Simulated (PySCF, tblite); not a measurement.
# C5H6GeN radical: geometry, infrared bands and EPR parameters

What infrared bands and EPR parameters should C5H6GeN radical (`N#C[C@H]1[C]=C[CH2][GeH2]1`) show?

Programs: tblite 0.8.0 and PySCF 2.14.0, with density-fitted response routines of our own. Each step states its level of theory. These are calculated values for one molecule in the gas phase, unless marked as measured. Atoms count from 0, in the outputs and in this text.

## (1) The molecule as given

13 atoms, charge 0, multiplicity 2; geometry from: force field or distance geometry start.

Bonds of the start (Å): N0–C1 1.15, C1–C2 1.47, C2–C3 1.45, C3–C4 1.27, C4–C5 1.47, C5–Ge6 1.96, Ge6–C2 1.97, C2–H7 1.10, C4–H8 1.13, C5–H9 1.11, C5–H10 1.12, Ge6–H11 1.52, Ge6–H12 1.55.

## (2) Optimising the geometry with GFN2-xTB

What the job is given:

```
{"job": {"kind": "relax", "xc": "GFN2-xTB", "basis": "xTB"}, "charge": 0, "multiplicity": 2}
N     -3.377100     0.452000     0.777100
C     -2.313100     0.030300     0.706100
C     -0.947500    -0.515800     0.630000
C     -0.614600    -1.074900    -0.670100
C      0.495300    -0.878800    -1.249500
C      1.502700    -0.013100    -0.620600
Ge     0.332900     0.984800     0.587900
H     -0.746600    -1.166400     1.496900
H      0.730100    -1.342000    -2.256800
H      1.998000     0.677500    -1.329600
H      2.234600    -0.588700    -0.003200
H     -0.249100     2.226400    -0.075600
H      0.950100     1.209300     1.989800
```

Launch:

```sh
> OMP_NUM_THREADS=1 python probes_run.py task.json out
```

The driver reads the jobs from task.json and runs them one after another.

**Question.** This job is followed by: GFN2-xTB harmonic vibrations, gas phase; UKS B3LYP, def2-TZVP-core on Ge, pcH-1 on C H N, non-relativistic, mean-field spin-orbit, GIAO. What will the session give for the following? strongest single infrared mode (GFN2-xTB); zero-point energy (GFN2-xTB); g(iso) (B3LYP); ⟨S²⟩; largest a(iso); potential on the surface of density 0.002 e/bohr³, 1st and 99th percentile.

The runs gave:

```
                                                                  quantity                  value
                                 strongest single infrared mode (GFN2-xTB)  1979 cm⁻¹, 469 km/mol
                                              zero-point energy (GFN2-xTB)          53.3 kcal/mol
                                                            g(iso) (B3LYP)                2.00250
                                                                      ⟨S²⟩     0.759 (exact 0.75)
                                                            largest a(iso)   13C on C3, 370.5 MHz
potential on the surface of density 0.002 e/bohr³, 1st and 99th percentile     -1.90 V and 1.54 V
```

What this shows: The optimisation took 65 steps and gained 0.447 eV; among the close pairs (by a distance rule), C2–Ge6 changed most, from 1.973 to 2.073 Å. No mode is imaginary among the 33: a minimum at this level. The strongest single mode, at 1979 cm⁻¹, moves mainly H11. Unscaled tight-binding wavenumbers are off by several per cent, some by more. Its intensities can rank the bands wrongly. Most of the unpaired spin sits on C3 (0.94 e). The isotropic g lies 0.2 ppt above the free-electron value. The hyperfine terms hold no scalar relativity, which the heavier nuclei need. These values are for one conformer; the search (at its own cheap level) found 1 more, at 0.05 kcal/mol, and measured spectra average over such forms.
